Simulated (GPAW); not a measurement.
MnSi:

```
Mn Si
1.0
     4.54800    0.00000    0.00000
     0.00000    4.54800    0.00000
     0.00000    0.00000    4.54800
Mn Si
4 4
Direct
  0.86200 0.63800 0.36200
  0.63800 0.36200 0.86200
  0.36200 0.86200 0.63800
  0.13800 0.13800 0.13800
  0.15400 0.34600 0.65400
  0.34600 0.65400 0.15400
  0.65400 0.15400 0.34600
  0.84600 0.84600 0.84600
```

Program: GPAW 26.7.0. Alike in all runs: spin collinear, ferromagnetic start; cell as given; smearing fermi-dirac 0.05 eV.

**Question.** Order these runs on this cell by their pressure, lowest first.
A. level LDA; potentials or basis the program's PAW data sets (release 1.2.1) made for this functional, pw; k mesh 4 × 4 × 4; cutoff (eV) 450; maxiter 120; convergence default
B. level PBE; potentials or basis GPAW PAW data sets (gpaw-data 1.2.1), pw; k mesh 4 × 4 × 4; cutoff (eV) 450; maxiter 120; convergence default
C. level r2SCAN; potentials or basis GPAW PAW data sets (gpaw-data 1.2.1), pw; k mesh 5 × 5 × 5; cutoff (eV) 600; maxiter 150; band path GXMGRX,MR; band points 100

**Answer.** A (-15.0 GPa), B (-2.9 GPa), C (2.7 GPa).

Caveats: the cutoff is short for stress and forces, so pressures can be off by a GPa or more (some runs); the moment fell far below its start of 5 μB, so a state of higher moment may lie lower in energy (some runs); so large a pressure means that the cell lies far from this level's equilibrium, or that cutoff or potentials fall short (some runs); the PAW data sets were made with another functional, which shifts forces and pressure a little (some runs).
